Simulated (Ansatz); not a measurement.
# BF2H: the cost of one run

Computed with Ansatz 0.2.0, Gaussian basis. Level: PBE0-D4/def2-TZVP structures, single points in def2-TZVPP, no counterpoise correction.

Levels: SPW92, PBE-D4, BLYP-D4, r2SCAN-D4, B97M-V, PBE0-D4, B3LYP-D4, r2SCAN0-D4, BHLYP-D4, CAM-B3LYP-D4, wB97X-V, wB97M-V, B2PLYP, PBE-QIDH, RPA on PBE, Hartree-Fock, MP2, CCSD, CCSD(T).

Correlated methods freeze the cores. B3LYP uses VWN-RPA correlation. B2PLYP carries no dispersion term here.

113 further runs of the same task are left out: 113 set aside as unsound or not needed. Runs told in other sessions of the task aren't counted.

### 1 Starting geometry

The complex: 10 atoms, charge 0, spin multiplicity 1.

Atoms are counted from 1 here; the program's logs count them from 0.

Bond lengths: B1–H2 1.205 Å, B1–F3 1.395 Å, B1–F4 1.363 Å, B1–O6 1.643 Å, H5–O6 1.007 Å, O6–H9 0.963 Å, H7–O8 0.970 Å, O8–H10 0.962 Å. Angles: H2–B1–F3 114.6°, H2–B1–F4 117.8°, H2–B1–O6 105.1°, F3–B1–F4 111.4°, F3–B1–O6 103.2°, F4–B1–O6 102.6°, B1–O6–H5 105.2°, B1–O6–H9 110.3°, H5–O6–H9 108.6°, H7–O8–H10 105.9°.

Geometry (Å):

```xyz
10
BF2H5O2
B    -0.86437   -0.18233   -0.91515
H    -2.03422   -0.32066   -1.16972
F    -0.19551   -1.36482   -0.59772
F    -0.12144    0.60145   -1.74635
H     0.10965    0.55068    0.84425
O    -0.82942    0.65803    0.49602
H     1.47015   -0.75044    0.38951
O     1.61643   -0.00456    0.99161
H    -1.43966    0.26967    1.13212
H     2.28840    0.54299    0.57544
```

Its parts: BHF₂ holds atoms 1, 2, 3, 4; H₂O holds atoms 5, 6, 9; H₂O holds atoms 7, 8, 10. Each part counts its atoms afresh in its own runs.

### 2 Relaxing BHF₂ alone

Contents of relax-a/in.yaml:

```yaml
crystal:
  periodic: [false, false, false]
  atoms:
    - {symbol: B, position_ang: [-0.864369, -0.182332, -0.915149]}
    - {symbol: H, position_ang: [-2.034222, -0.320656, -1.169715]}
    - {symbol: F, position_ang: [-0.195511, -1.364819, -0.597721]}
    - {symbol: F, position_ang: [-0.121440, 0.601452, -1.746354]}
basis:
  gaussian: {orbitals: def2-TZVP}
hamiltonian: {xc: pbe0, dispersion: d4}
relax: {f_tol: 0.005, max_steps: 200}
```

On the command line:

```sh
> ansatz run in.yaml --threads 4 --pin off --events-out ev --progress --plain --max-ram 9574MiB
```

**Question.** How long does this run take on 4 threads of Arm Neoverse N1, shared host?

About 5.5 s.
